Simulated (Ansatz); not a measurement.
# C₂H₄BNO: geometry and vibrations

What shape does C₂H₄BNO take? The plan is to relax it, check the end point by its vibrations and derive ideal-gas thermochemistry, and look at its orbitals and charge.

Computed with Ansatz 0.2.0, Gaussian basis. Level: RKS PBE0-D4/def2-TZVP.

Plan: relaxation at PBE-D4/def2-SVP; relaxation at PBE0-D4/def2-TZVP; harmonic vibrations at the same level; a single point in def2-TZVPP for the fields.

### Step 1. Starting geometry

SMILES `N=C1BCO1`, 9 atoms, charge 0, spin multiplicity 1.

Atoms are counted from 1 here; the program's logs count them from 0.

Bond lengths: N1–C2 1.269 Å, N1–H6 1.090 Å, C2–B3 1.601 Å, C2–O5 1.422 Å, B3–C4 1.511 Å, B3–H7 1.148 Å, C4–O5 1.356 Å, C4–H8 1.086 Å, C4–H9 1.189 Å. Angles: C2–N1–H6 120.3°, N1–C2–B3 134.9°, N1–C2–O5 133.3°, B3–C2–O5 91.8°, C2–B3–C4 78.9°, C2–B3–H7 138.6°, C4–B3–H7 141.9°, B3–C4–O5 98.5°, B3–C4–H8 114.3°, B3–C4–H9 108.2°, O5–C4–H8 114.4°, O5–C4–H9 107.4°, H8–C4–H9 112.9°, C2–O5–C4 90.7°.

The start is a force-field geometry with small random shifts, so a cheaper pass at PBE-D4/def2-SVP comes first.

### Step 2. Geometry optimisation, PBE-D4/def2-SVP (cheap first pass)

Input file in.yaml:

```yaml
crystal:
  periodic: [false, false, false]
  atoms:
    - {symbol: N, position_ang: [0.818300, 1.940900, 0.138200]}
    - {symbol: C, position_ang: [0.348400, 0.766400, 0.244400]}
    - {symbol: B, position_ang: [-0.351000, -0.265000, -0.760100]}
    - {symbol: C, position_ang: [-0.209400, -1.116000, 0.480500]}
    - {symbol: O, position_ang: [0.315700, -0.178100, 1.307000]}
    - {symbol: H, position_ang: [0.692700, 2.502100, -0.787800]}
    - {symbol: H, position_ang: [-0.639000, -0.326000, -1.869200]}
    - {symbol: H, position_ang: [0.412000, -1.996800, 0.349100]}
    - {symbol: H, position_ang: [-1.299100, -1.374000, 0.880700]}
basis:
  gaussian: {orbitals: def2-SVP}
hamiltonian: {xc: pbe, dispersion: d4}
relax: {f_tol: 0.03, max_steps: 200}
```

Command:

```
$ ansatz run in.yaml --threads 2 --pin off --events-out ev --progress --plain --max-ram 4352MiB
```

What it wrote:

```text
Functional definition: PBE
  name "PBE"
  cite "Perdew, Burke & Ernzerhof, Phys. Rev. Lett. 77, 3865 (1996) doi:10.1103/PhysRevLett.77.3865"
  parent pbe
  parameter kappa = 0.804
  parameter beta = 0.06672455060314922
  exchange = pbe_x(kappa = kappa, mu = beta*pi^2/3)
  correlation = pbe_c(beta = beta)
1017 factors; their error is unknown
mean field evaluation 1: about -6329.2170 eV, gradient 5.8e1 eV
mean field evaluation 2: about -6284.0471 eV, gradient 1.2e2 eV
mean field evaluation 4: about -6336.4725 eV, gradient 1.6e1 eV
mean field evaluation 8: about -6337.0852 eV, gradient 3.0e-1 eV
mean field evaluation 16: about -6337.0347 eV, gradient 1.7e-3 eV
mean field -6337.03465346 eV, -232.8817281183 hartree, gradient 2.1e-5 eV, S^2 0.000000; 0 other end points of the search recorded, 0 dependent functions left out
the calculation of the forces begins
reference -6337.03468404 eV, -232.8817292421 hartree; 18, 18 occupied and 72, 72 virtual orbitals, 1017 factors
relax step   1: F+E_penalty+E_count = -6337.19194773 eV  Δ(F+E_penalty+E_count) = +0.000e0 eV  max|allowed force component| = 3.995e0 eV/Å  Δτ_max = 0.0000 Å  (30 SCF iters, accepted)
these checks for a lower state are left out or cut short: starts, cluster_reference, orbital_swaps, neighbouring_geometries, increment
1017 factors; their error is unknown
mean field -6337.77083104 eV, -232.9087821453 hartree, gradient 2.3e-5 eV, S^2 0.000000; 0 other end points of the search recorded, 0 dependent functions left out
the calculation of the forces begins
reference -6337.77086164 eV, -232.9087832700 hartree; 18, 18 occupied and 72, 72 virtual orbitals, 1017 factors
relax step   2: F+E_penalty+E_count = -6337.92713073 eV  Δ(F+E_penalty+E_count) = -7.352e-1 eV  max|allowed force component| = 1.883e0 eV/Å  Δτ_max = 0.1172 Å  (37 SCF iters, accepted)
these checks for a lower state are left out or cut short: starts, cluster_reference, orbital_swaps, neighbouring_geometries, increment
1017 factors; their error is unknown
mean field evaluation 32: about -6337.9153 eV, gradient 2.4e-1 eV
mean field -6337.91539815 eV, -232.9140948887 hartree, gradient 2.2e-5 eV, S^2 0.000000; 0 other end points of the search recorded, 0 dependent functions left out
the calculation of the forces begins
reference -6337.91542923 eV, -232.9140960310 hartree; 18, 18 occupied and 72, 72 virtual orbitals, 1017 factors
relax step   3: F+E_penalty+E_count = -6338.07064807 eV  Δ(F+E_penalty+E_count) = -1.435e-1 eV  max|allowed force component| = 5.398e-1 eV/Å  Δτ_max = 0.1130 Å  (37 SCF iters, accepted)
these checks for a lower state are left out or cut short: starts, cluster_reference, orbital_swaps, neighbouring_geometries, increment
1017 factors; their error is unknown
mean field -6337.94727079 eV, -232.9152661867 hartree, gradient 2.4e-5 eV, S^2 0.000000; 0 other end points of the search recorded, 0 dependent functions left out
the calculation of the forces begins
reference -6337.94730205 eV, -232.9152673352 hartree; 18, 18 occupied and 72, 72 virtual orbitals, 1017 factors
relax step   4: F+E_penalty+E_count = -6338.10265289 eV  Δ(F+E_penalty+E_count) = -3.200e-2 eV  max|allowed force component| = 3.192e-1 eV/Å  Δτ_max = 0.0580 Å  (31 SCF iters, accepted)
these checks for a lower state are left out or cut short: starts, cluster_reference, orbital_swaps, neighbouring_geometries, increment
1017 factors; their error is unknown
mean field -6337.96376895 eV, -232.9158724830 hartree, gradient 2.3e-5 eV, S^2 0.000000; 0 other end points of the search recorded, 0 dependent functions left out
the calculation of the forces begins
reference -6337.96380021 eV, -232.9158736316 hartree; 18, 18 occupied and 72, 72 virtual orbitals, 1017 factors
relax step   5: F+E_penalty+E_count = -6338.11923947 eV  Δ(F+E_penalty+E_count) = -1.659e-2 eV  max|allowed force component| = 1.172e-1 eV/Å  Δτ_max = 0.0441 Å  (31 SCF iters, accepted)
these checks for a lower state are left out or cut short: starts, cluster_reference, orbital_swaps, neighbouring_geometries, increment
1017 factors; their error is unknown
mean field -6337.96496897 eV, -232.9159165826 hartree, gradient 2.3e-5 eV, S^2 0.000000; 0 other end points of the search recorded, 0 dependent functions left out
the calculation of the forces begins
reference -6337.96500022 eV, -232.9159177311 hartree; 18, 18 occupied and 72, 72 virtual orbitals, 1017 factors
relax step   6: F+E_penalty+E_count = -6338.12050040 eV  Δ(F+E_penalty+E_count) = -1.261e-3 eV  max|allowed force component| = 1.869e-1 eV/Å  Δτ_max = 0.0251 Å  (31 SCF iters, accepted)
these checks for a lower state are left out or cut short: starts, cluster_reference, orbital_swaps, neighbouring_geometries, increment
1017 factors; their error is unknown
mean field evaluation 64: about -6337.9654 eV, gradient 2.3e-5 eV
mean field -6337.96544550 eV, -232.9159340949 hartree, gradient 2.3e-5 eV, S^2 0.000000; 0 other end points of the search recorded, 0 dependent functions left out
the calculation of the forces begins
reference -6337.96547673 eV, -232.9159352426 hartree; 18, 18 occupied and 72, 72 virtual orbitals, 1017 factors
relax step   7: F+E_penalty+E_count = -6338.12102206 eV  Δ(F+E_penalty+E_count) = -5.217e-4 eV  max|allowed force component| = 2.072e-2 eV/Å  Δτ_max = 0.0074 Å  (32 SCF iters, accepted)
1017 factors; their error is unknown
mean field -6337.96544550 eV, -232.9159340949 hartree, gradient 2.4e-5 eV, S^2 0.000000; 1 other end points of the search recorded, 0 dependent functions left out
the calculation of the forces begins
reference -6337.96547673 eV, -232.9159352426 hartree; 18, 18 occupied and 72, 72 virtual orbitals, 1017 factors
Total energy: -6338.12105329 eV, -232.9216525758 hartree
Atom 0 at     0.824427     2.006583     0.226829 Å, force    -0.002013    -0.009677    -0.006594 eV/Å
Atom 1 at     0.360324     0.818962     0.138119 Å, force    -0.002796    -0.006198     0.012512 eV/Å
Atom 2 at    -0.323756    -0.256935    -0.813757 Å, force    -0.001797     0.003862    -0.011002 eV/Å
Atom 3 at    -0.278273    -1.162575     0.477225 Å, force    -0.003438    -0.011742     0.001744 eV/Å
Atom 4 at     0.358480    -0.059468     1.221034 Å, force     0.005080     0.020724     0.002688 eV/Å
Atom 5 at     0.720547     2.465543    -0.691901 Å, force     0.002493     0.005320     0.001581 eV/Å
Atom 6 at    -0.695693    -0.339981    -1.962235 Å, force     0.001341     0.000402     0.002690 eV/Å
Atom 7 at     0.372876    -2.064956     0.452352 Å, force    -0.001092    -0.002226    -0.002770 eV/Å
Atom 8 at    -1.250332    -1.453674     0.935135 Å, force     0.002222    -0.000466    -0.000850 eV/Å
Dipole moment:    -0.290249    -0.385399    -0.490454 e Å
```

It took 10 s on 2 threads of Arm Neoverse V2, shared host.

Relaxation path:

```tsv
step	energy from step 1 (eV)	largest force component (eV/Å)
1	0.0000	3.9952
2	-0.7352	1.8831
3	-0.8787	0.5398
4	-0.9107	0.3192
5	-0.9273	0.1172
6	-0.9286	0.1869
7	-0.9291	0.0207
```

Close pairs (by a distance rule), those that changed most:

```tsv
bond	before (Å)	after (Å)	change (Å)
C4–O5	1.356	1.475	+0.119
C4–H9	1.189	1.113	-0.076
B3–C4	1.511	1.578	+0.067
B3–H7	1.148	1.210	+0.063
N1–H6	1.090	1.032	-0.058
C2–O5	1.422	1.394	-0.028
C4–H8	1.086	1.113	+0.027
C2–B3	1.601	1.591	-0.010
```

### Step 3. Geometry optimisation, PBE0-D4/def2-TZVP

Input file in.yaml:

```yaml
crystal:
  periodic: [false, false, false]
  atoms:
    - {symbol: N, position_ang: [0.824427, 2.006583, 0.226829]}
    - {symbol: C, position_ang: [0.360324, 0.818962, 0.138119]}
    - {symbol: B, position_ang: [-0.323756, -0.256935, -0.813757]}
    - {symbol: C, position_ang: [-0.278273, -1.162575, 0.477225]}
    - {symbol: O, position_ang: [0.358480, -0.059468, 1.221034]}
    - {symbol: H, position_ang: [0.720547, 2.465543, -0.691901]}
    - {symbol: H, position_ang: [-0.695693, -0.339981, -1.962235]}
    - {symbol: H, position_ang: [0.372876, -2.064956, 0.452352]}
    - {symbol: H, position_ang: [-1.250332, -1.453674, 0.935135]}
basis:
  gaussian: {orbitals: def2-TZVP}
hamiltonian: {xc: pbe0, dispersion: d4}
relax: {f_tol: 0.005, max_steps: 150}
```

The command is unchanged.

What it wrote (excerpt; [...] marks lines left out):

```text
Functional definition: PBE0
  name "PBE0"
  cite "Adamo & Barone, J. Chem. Phys. 110, 6158 (1999) doi:10.1063/1.478522"
  cite "Perdew, Burke & Ernzerhof, Phys. Rev. Lett. 77, 3865 (1996) doi:10.1103/PhysRevLett.77.3865"
  parent pbe
[...]
1011 factors; their error is unknown
[...]
mean field -6345.39231667 eV, -233.1888665761 hartree, gradient 1.9e-5 eV, S^2 0.000000; 0 other end points of the search recorded, 0 dependent functions left out
[...]
reference -6345.39234603 eV, -233.1888676554 hartree; 18, 18 occupied and 161, 161 virtual orbitals, 1011 factors
relax step   1: F+E_penalty+E_count = -6345.52158096 eV  Δ(F+E_penalty+E_count) = +0.000e0 eV  max|allowed force component| = 1.015e0 eV/Å  Δτ_max = 0.0000 Å  (31 SCF iters, accepted)
[...]
Total energy: -6345.56805510 eV, -233.1953248445 hartree
Atom 0 at     0.814599     1.980707     0.219013 Å, force     0.000319    -0.000915     0.000630 eV/Å
Atom 1 at     0.355623     0.812122     0.137039 Å, force    -0.000767     0.001508    -0.001616 eV/Å
Atom 2 at    -0.325170    -0.259051    -0.810993 Å, force     0.001000    -0.001229     0.000673 eV/Å
Atom 3 at    -0.278327    -1.157688     0.471738 Å, force    -0.000790    -0.000020     0.000353 eV/Å
Atom 4 at     0.349688    -0.058301     1.205318 Å, force     0.000362     0.000609     0.000527 eV/Å
Atom 5 at     0.721356     2.448128    -0.678797 Å, force     0.000103     0.000219     0.000095 eV/Å
Atom 6 at    -0.688917    -0.335512    -1.939587 Å, force    -0.000344     0.000187     0.000079 eV/Å
Atom 7 at     0.372311    -2.037672     0.450878 Å, force    -0.000089     0.000008    -0.000477 eV/Å
Atom 8 at    -1.232562    -1.439235     0.928192 Å, force     0.000206    -0.000367    -0.000264 eV/Å
Dipole moment:    -0.325239    -0.436205    -0.546941 e Å
```

It took 24 s on 2 threads of Arm Neoverse V2, shared host.

Relaxation path:

```tsv
step	energy from step 1 (eV)	largest force component (eV/Å)
1	0.0000	1.0149
2	-0.0415	0.3059
3	-0.0461	0.0886
4	-0.0464	0.0317
5	-0.0464	0.0155
6	-0.0464	0.0067
7	-0.0464	0.0016
```

Distances of close pairs at the start and the end, largest changes first:

```tsv
bond	before (Å)	after (Å)	change (Å)
B3–H7	1.210	1.188	-0.022
N1–C2	1.278	1.258	-0.020
C4–H9	1.113	1.095	-0.019
C4–H8	1.113	1.095	-0.018
C2–O5	1.394	1.378	-0.016
N1–H6	1.032	1.016	-0.016
C4–O5	1.475	1.463	-0.012
B3–C4	1.578	1.567	-0.011
```

Mulliken charges at the end point, from the run's report:

```tsv
atom	value (e)
N1	-0.28
C2	0.06
B3	0.05
C4	-0.15
O5	-0.21
H6	0.23
H7	0.06
H8	0.13
H9	0.13
```

### Step 4. Vibrations by finite differences

Input file in.yaml:

```yaml
crystal:
  periodic: [false, false, false]
  atoms:
    - {symbol: N, position_ang: [0.814599, 1.980707, 0.219013]}
    - {symbol: C, position_ang: [0.355623, 0.812122, 0.137039]}
    - {symbol: B, position_ang: [-0.325170, -0.259051, -0.810993]}
    - {symbol: C, position_ang: [-0.278327, -1.157688, 0.471738]}
    - {symbol: O, position_ang: [0.349688, -0.058301, 1.205318]}
    - {symbol: H, position_ang: [0.721356, 2.448128, -0.678797]}
    - {symbol: H, position_ang: [-0.688917, -0.335512, -1.939587]}
    - {symbol: H, position_ang: [0.372311, -2.037672, 0.450878]}
    - {symbol: H, position_ang: [-1.232562, -1.439235, 0.928192]}
basis:
  gaussian: {orbitals: def2-TZVP}
hamiltonian: {xc: pbe0, dispersion: d4}
phonons: {temperatures: {t_min: 298.15, t_max: 900, t_step: 200}}
```

Launched as before.

What it wrote (excerpt; [...] marks lines left out):

```text
Functional definition: PBE0
  name "PBE0"
  cite "Adamo & Barone, J. Chem. Phys. 110, 6158 (1999) doi:10.1063/1.478522"
  cite "Perdew, Burke & Ernzerhof, Phys. Rev. Lett. 77, 3865 (1996) doi:10.1103/PhysRevLett.77.3865"
  parent pbe
[...]
1011 factors; their error is unknown
[...]
mean field -6345.43808497 eV, -233.1905485302 hartree, gradient 1.8e-5 eV, S^2 0.000000; 0 other end points of the search recorded, 0 dependent functions left out
[...]
reference -6345.43811429 eV, -233.1905496078 hartree; 18, 18 occupied and 161, 161 virtual orbitals, 1011 factors
[...]
1011 factors; their error is unknown
mean field -6345.43805642 eV, -233.1905474812 hartree, gradient 2.3e-6 eV, S^2 0.000000; 0 other end points of the search recorded, 0 dependent functions left out
[...]
reference -6345.43808574 eV, -233.1905485587 hartree; 18, 18 occupied and 161, 161 virtual orbitals, 1011 factors
[...]
Atom 1 at     0.355623     0.812122     0.137039 Å, force    -0.000758     0.001509    -0.001607 eV/Å
Atom 2 at    -0.325170    -0.259051    -0.810993 Å, force     0.000991    -0.001242     0.000672 eV/Å
Atom 3 at    -0.278327    -1.157688     0.471738 Å, force    -0.000771    -0.000003     0.000341 eV/Å
Atom 4 at     0.349688    -0.058301     1.205318 Å, force     0.000358     0.000613     0.000523 eV/Å
Atom 5 at     0.721356     2.448128    -0.678797 Å, force     0.000103     0.000211     0.000110 eV/Å
Atom 6 at    -0.688917    -0.335512    -1.939587 Å, force    -0.000343     0.000188     0.000080 eV/Å
Atom 7 at     0.372311    -2.037672     0.450878 Å, force    -0.000088     0.000002    -0.000478 eV/Å
Atom 8 at    -1.232562    -1.439235     0.928192 Å, force     0.000190    -0.000372    -0.000256 eV/Å
Dipole moment:    -0.325239    -0.436204    -0.546941 e Å
Vibrations: 157.50 420.04 438.18 563.16 710.82 779.61 851.82 942.77 952.55 984.88 1002.34 1091.65 1160.60 1243.71 1326.75 1443.53 1750.70 2702.36 3054.11 3098.95 3536.64 cm⁻¹, zero-point energy 1.748962 eV
```

Wall time 1.8 min (2 threads of Arm Neoverse V2, shared host).

Motions are named by where the mode's potential energy lies. Wavenumbers, unscaled:

```tsv
mode	cm⁻¹	motion
1	158	torsion
2	420	torsion
3	438	bend
4	563	torsion with bend
5	711	bend
6	780	bend with B–C stretch
7	852	torsion
8	943	torsion
9	953	bend with B–C stretch
10	985	bend with C–O stretch
11	1002	C–O stretch with bend
12	1092	bend with B–C stretch
13	1161	bend
14	1244	bend
15	1327	bend
16	1444	bend
17	1751	C–N stretch
18	2702	B–H stretch
19	3054	C–H stretch
20	3099	C–H stretch
21	3537	N–H stretch
```

From these modes and the moments of inertia (298.15 K, 1 bar, symmetry number 1):

```tsv
term	value
zero-point energy	40.3 kcal/mol
H(298) − E	43.9 kcal/mol
entropy, translation	161.6 J/(mol K)
entropy, rotation	103.1 J/(mol K)
entropy, vibration	25.6 J/(mol K)
entropy, total	290.3 J/(mol K)
```

### Step 5. A single point for the fields

in.yaml, as its differences from that of step 4:

```diff
@@ -13,4 +13,4 @@
 basis:
-  gaussian: {orbitals: def2-TZVP}
+  gaussian: {orbitals: def2-TZVPP}
 hamiltonian: {xc: pbe0, dispersion: d4}
-phonons: {temperatures: {t_min: 298.15, t_max: 900, t_step: 200}}
+output: {orbitals: {seedname: orbitals}}
```

The command is unchanged.

What it wrote:

```text
Functional definition: PBE0
  name "PBE0"
  cite "Adamo & Barone, J. Chem. Phys. 110, 6158 (1999) doi:10.1063/1.478522"
  cite "Perdew, Burke & Ernzerhof, Phys. Rev. Lett. 77, 3865 (1996) doi:10.1103/PhysRevLett.77.3865"
  parent pbe
  parameter a = 0.25
  parameter kappa = 0.804
  parameter beta = 0.06672455060314922
  exchange = (1 - a)*pbe_x(kappa = kappa, mu = beta*pi^2/3) + a*exact_x
  correlation = pbe_c(beta = beta)
1071 factors; their error is unknown
mean field evaluation 1: about -6338.9985 eV, gradient 5.6e1 eV
mean field evaluation 2: about -6332.9271 eV, gradient 7.4e1 eV
mean field evaluation 4: about -6345.4099 eV, gradient 6.1e0 eV
mean field evaluation 8: about -6345.4875 eV, gradient 1.8e-1 eV
mean field evaluation 16: about -6345.4869 eV, gradient 5.9e-5 eV
mean field -6345.48691108 eV, -233.1923428568 hartree, gradient 5.9e-5 eV, S^2 0.000000; 0 other end points of the search recorded, 0 dependent functions left out
reference -6345.48694075 eV, -233.1923439471 hartree; 18, 18 occupied and 193, 193 virtual orbitals, 1071 factors
Total energy: -6345.61688156 eV, -233.1971191838 hartree
```

It took 2.5 s on 2 threads of Arm Neoverse V2, shared host.

Orbitals, density, ELF and potential are computed afterwards from the orbital file.

Frontier orbitals at PBE0-D4/def2-TZVPP, with the share of their density that lies nearest to each atom:

```tsv
orbital	energy (eV)	lies on
HOMO-1	-7.90	O5 45 %; N1 33 %; C2 9 %
HOMO	-7.73	N1 54 %; B3 12 %; C2 11 %
LUMO	-2.73	B3 50 %; N1 14 %; H7 11 %
```

ELF in a plane through or near 7 of the atoms.

Values, 10 rows by 14 columns:
```
0.00 0.00 0.00 0.00 0.00 0.00 0.00 0.00 0.00 0.00 0.00 0.00 0.00 0.00
0.00 0.00 0.00 0.00 0.00 0.00 0.00 0.00 0.00 0.00 0.00 0.00 0.00 0.00
0.00 0.00 0.00 0.07 0.18 0.01 0.07 0.37 0.12 0.00 0.00 0.00 0.00 0.00
0.00 0.00 0.23 0.84 0.92 0.15 0.41 0.87 0.49 0.02 0.02 0.00 0.00 0.00
0.00 0.00 0.14 0.74 0.36 0.78 0.42 0.71 0.59 0.65 0.41 0.02 0.00 0.00
0.00 0.00 0.55 0.99 0.82 0.46 0.94 0.46 0.88 0.42 0.19 0.01 0.00 0.00
0.00 0.00 0.16 0.61 0.10 0.15 0.60 0.43 0.65 0.20 0.01 0.00 0.00 0.00
0.00 0.00 0.00 0.00 0.00 0.41 0.99 1.00 0.91 0.09 0.00 0.00 0.00 0.00
0.00 0.00 0.00 0.00 0.00 0.05 0.85 0.98 0.66 0.01 0.00 0.00 0.00 0.00
0.00 0.00 0.00 0.00 0.00 0.00 0.00 0.00 0.00 0.00 0.00 0.00 0.00 0.00
```
The map spans 10.5 Å across and 9.4 Å up, centred on the molecule. Atoms in the plane (x, y in Å): N1 (-2.0, 0.7), C2 (-0.8, 0.3), B3 (0.2, -0.9), C4 (1.3, 0.2), O5 (0.2, 1.2), H6 (-2.6, -0.1), H7 (0.1, -2.1).

On the surface of density 0.002 e/bohr³ the electrostatic potential runs, from the 1st to the 99th percentile, from -1.97 V near N1 to 2.02 V near B3.

### Step 6. Results

```
                  quantity            value
               point group               Cs
                     steps            7 + 7
shift from the start (rms)          0.108 Å
              total energy    -6345.5681 eV
           dispersion term         -130 meV
             dipole moment           3.71 D
lowest, highest wavenumber   158, 3537 cm⁻¹
         zero-point energy    40.3 kcal/mol
       entropy at 298.15 K  290.3 J/(mol K)
                HOMO, LUMO  -7.73, -2.73 eV
```

**Reading.** The relaxed geometry lies 0.11 Å (rms) from the start; the bond that changed most is C4–O5, from 1.356 to 1.463 Å. All wavenumbers are real, so the end point is a minimum. The stiffest mode, 3537 cm⁻¹, is an N–H stretch. Harmonic hybrid wavenumbers usually lie a few per cent above measured fundamentals. The largest Mulliken charge, -0.28 e, sits on N1. The HOMO lies mostly on N1 54 %; B3 12 % and the LUMO on B3 50 %; N1 14 %.
